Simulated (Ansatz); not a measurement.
**C3H11GaSi: up Jacob's ladder to CCSD(T)**

How much do the methods differ for C3H11GaSi? The plan is to run it at one geometry with functionals of several rungs and with coupled cluster, and see how far each lands from CCSD(T) at the basis-set limit for the atomisation energy.

Program: Ansatz 0.2.0, Gaussian basis. Level of theory: functionals in def2-TZVPP, the program's frozen cores in correlated methods. These are calculated values, not measurements.

The runs, in order: LDA (SPW92), PBE-D4, revPBE-D4, BLYP-D4, r2SCAN-D4, B97M-V, PBE0-D4, B3LYP-D4, r2SCANh-D4, r2SCAN0-D4, HSE06-D4, BHLYP-D4, CAM-B3LYP-D4, LC-ωPBE, ωB97X-V, ωB97M-V, B2PLYP, PBE-QIDH; CCSD(T)/def2-SVP; CCSD(T)/def2-TZVPP; MP2/def2-QZVPP; extrapolation to the limit; RPA on PBE.

## Step 1: Structure used throughout

An earlier PBE0-D4 in a triple-zeta def2 set relaxation fixed the geometry.

SMILES `C[Si](C)(C)[GaH2]`, 16 atoms, charge 0, spin multiplicity 1.

Atoms are counted from 1 here; the program's logs count them from 0.

Bond lengths: C1–Si2 1.884 Å, C1–H6 1.095 Å, C1–H7 1.093 Å, C1–H8 1.093 Å, Si2–C3 1.885 Å, Si2–C4 1.880 Å, Si2–Ga5 2.423 Å, C3–H9 1.093 Å, C3–H10 1.093 Å, C3–H11 1.095 Å, C4–H12 1.093 Å, C4–H13 1.094 Å, C4–H14 1.093 Å, Ga5–H15 1.582 Å, Ga5–H16 1.581 Å. Angles: Si2–C1–H6 110.2°, Si2–C1–H7 111.7°, Si2–C1–H8 111.4°, H6–C1–H7 107.7°, H6–C1–H8 107.9°, H7–C1–H8 107.9°, C1–Si2–C3 108.5°, C1–Si2–C4 109.0°, C1–Si2–Ga5 109.6°, C3–Si2–C4 108.9°, C3–Si2–Ga5 108.9°, C4–Si2–Ga5 111.8°, Si2–C3–H9 111.7°, Si2–C3–H10 111.4°, Si2–C3–H11 110.1°, H9–C3–H10 107.9°, H9–C3–H11 107.7°, H10–C3–H11 107.9° and more.

## Step 2: LDA

This LDA is Slater exchange with PW92 correlation.

The input, in.yaml:

```yaml
crystal:
  periodic: [false, false, false]
  atoms:
    - {symbol: C, position_ang: [-0.647759, 0.624733, -1.645321]}
    - {symbol: Si, position_ang: [-0.010613, -0.019945, 0.005769]}
    - {symbol: C, position_ang: [1.723464, 0.662433, 0.286803]}
    - {symbol: C, position_ang: [0.076915, -1.897061, -0.062402]}
    - {symbol: Ga, position_ang: [-1.457088, 0.748845, 1.790838]}
    - {symbol: H, position_ang: [0.022849, 0.318581, -2.454502]}
    - {symbol: H, position_ang: [-1.643031, 0.235167, -1.873859]}
    - {symbol: H, position_ang: [-0.705280, 1.715918, -1.650966]}
    - {symbol: H, position_ang: [2.155071, 0.297204, 1.222128]}
    - {symbol: H, position_ang: [1.722316, 1.754653, 0.320622]}
    - {symbol: H, position_ang: [2.385493, 0.352370, -0.528004]}
    - {symbol: H, position_ang: [-0.908166, -2.335078, -0.241718]}
    - {symbol: H, position_ang: [0.741246, -2.223018, -0.868790]}
    - {symbol: H, position_ang: [0.457341, -2.310937, 0.874759]}
    - {symbol: H, position_ang: [-1.782731, 2.286383, 1.972557]}
    - {symbol: H, position_ang: [-2.130027, -0.210255, 2.852075]}
basis:
  gaussian: {orbitals: def2-TZVPP}
hamiltonian: {xc: lda}
output: {orbitals: {seedname: orbitals}}
```

After this run come: PBE-D4 (GGA); revPBE-D4 (GGA); BLYP-D4 (GGA); r2SCAN-D4 (meta-GGA); B97M-V (meta-GGA); PBE0-D4 (hybrid); B3LYP-D4 (hybrid); r2SCANh-D4 (hybrid); r2SCAN0-D4 (hybrid); HSE06-D4 (hybrid); BHLYP-D4 (hybrid); CAM-B3LYP-D4 (range-separated); LC-ωPBE (range-separated); ωB97X-V (range-separated); ωB97M-V (range-separated); B2PLYP (double hybrid); PBE-QIDH (double hybrid); CCSD(T) in def2-SVP; CCSD(T) in def2-TZVPP; MP2 in def2-QZVPP; RPA on PBE orbitals.

**Question.** What will the summary of the whole plan be? Wanted: atomisation energy, CCSD(T)/CBS; farthest beyond LDA; mean size of error, GGA; mean size of error, meta-GGA; mean size of error, hybrid; mean size of error, range-separated; mean size of error, double hybrid; gap, smallest and largest; T1 diagnostic.

As calculated:

| quantity | value |
| --- | --- |
| atomisation energy, CCSD(T)/CBS | 57.490 eV |
| functionals within 0.575 eV (1.0 %) | PBE-D4, r2SCAN-D4, B97M-V, PBE0-D4, B3LYP-D4, r2SCANh-D4, r2SCAN0-D4, HSE06-D4, CAM-B3LYP-D4, LC-ωPBE, ωB97X-V, ωB97M-V, PBE-QIDH |
| farthest beyond LDA | BHLYP-D4 (-0.962 eV) |
| mean size of error, GGA | 0.569 eV |
| mean size of error, meta-GGA | 0.181 eV |
| mean size of error, hybrid | 0.238 eV |
| mean size of error, range-separated | 0.124 eV |
| mean size of error, double hybrid | 0.504 eV |
| gap, smallest and largest | 3.01 eV (LDA (SPW92)), 9.62 eV (LC-ωPBE) |
| T1 diagnostic | 0.0114 |
| triples share of the correlation energy | 3.7 % |

In words: LDA overbinds by 6.661 eV (12 %). PBE-D4 misses by +0.260 eV. Double hybrids carry the basis error of their MP2 part in triple zeta, and no dispersion term here, so their miss is partly the set-up's. The rungs range-separated, meta-GGA, hybrid, double hybrid, GGA miss on average by less than the doubt on the reference (0.575 eV), so they tie. The reference freezes the cores and leaves out relativity and excitations past (T), and its outer-core shells are covered unevenly, so misses under about 0.575 eV can't be ranked. Hartree-Fock recovers 76 % of the binding; the rest is correlation. CCSD(T) in def2-SVP is off by -2.810 eV, so the small basis spoils what the method gains. Orbital gaps span 3.0 to 9.6 eV; exact exchange widens them. Correlated methods include outer-core shells of Ga, which these sets cover unevenly.
